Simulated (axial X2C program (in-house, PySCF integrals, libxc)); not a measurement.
# MoAl: properties at the nuclei

Wanted for MoAl: properties at the nuclei, at the two-component level.

Program: an in-house X2C program for linear molecules on PySCF integrals. Level of theory: two-component X2C with atomic mean-field terms, Mo dyall-cv3z, Al dyall-v3z. These are calculated values, not measurements.

**1. Set-up**

task.json reads:

```json
{"zs": [42, 13], "q": 0, "bas": ["dyall-cv3z", "dyall-v3z"], "r0": 2.64, "levels": ["PBE0", "HF", "TPSSh", "BP86", "PBE50"], "nst": 3}
```

Keys: zs atomic numbers; q charge; bas basis sets; r0 starting distance in Å; levels methods (HF also brings MP2); nst determinants followed.

On the command line:

```sh
$ python soeom.py task.json out
```

After this run come: Expectation values, lowest determinant; Expectation values, a higher determinant; Expectation values, a higher determinant.

Before running it: what results should come out? Wanted: lowest determinant; Eeff magnitude; Ws magnitude Mo; A∥/gI Mo; qzz Mo; higher determinant (for each run or level that gives them).

The runs gave:

| quantity | value |
| --- | --- |
| lowest determinant | Ω = 5/2 (excess of +ω over −ω: ω = 5/2) |
| Eeff magnitude (GV/cm), PBE0 | 1.81 |
| Ws magnitude Mo (kHz), PBE0 | 0.345 |
| A∥/gI Mo (MHz), PBE0 | 343 |
| qzz Mo (a.u.), PBE0 | -0.37 |
| higher determinant | Ω = 7/2 (excess of +ω over −ω: 2 × ω = 1/2, ω = 5/2) |
| Eeff magnitude (GV/cm), PBE0, higher determinant | 0.63 |
| Ws magnitude Mo (kHz), PBE0, higher determinant | 0.0819 |
| A∥/gI Mo (MHz), PBE0, higher determinant | 506 |
| qzz Mo (a.u.), PBE0, higher determinant | 0.05 |
| higher determinant | Ω = 3/2 (excess of +ω over −ω: ω = 1/2, ω = -3/2, ω = 5/2) |
| Eeff magnitude (GV/cm), PBE0, higher determinant | 0.594 |
| Ws magnitude Mo (kHz), PBE0, higher determinant | 0.18 |
| A∥/gI Mo (MHz), PBE0, higher determinant | 1110 |
| qzz Mo (a.u.), PBE0, higher determinant | 0.05 |

**Reading.** In the first state, the effective field runs from 1.32 to 2.98 GV/cm over the mean-field levels, so the levels don't agree on it. The expectation values come from single determinants, which for open shells can mix terms of unlike spin or miss the lowest Ω, so a determinant need not be a state. Eeff is the effective electric field on the electron dipole moment in this Ω state and Ws the scalar–pseudoscalar constant (defined with the proton number Z and per Ω); A∥ is the parallel hyperfine constant, which follows by multiplying with the nuclear g factor gI = μI/(I μN); qzz is the electric field gradient, eQq0 = 234.96 MHz × Q/barn × qzz; μ is positive if Al is the positive end. The operators were transformed with the bare-nucleus X2C matrices.
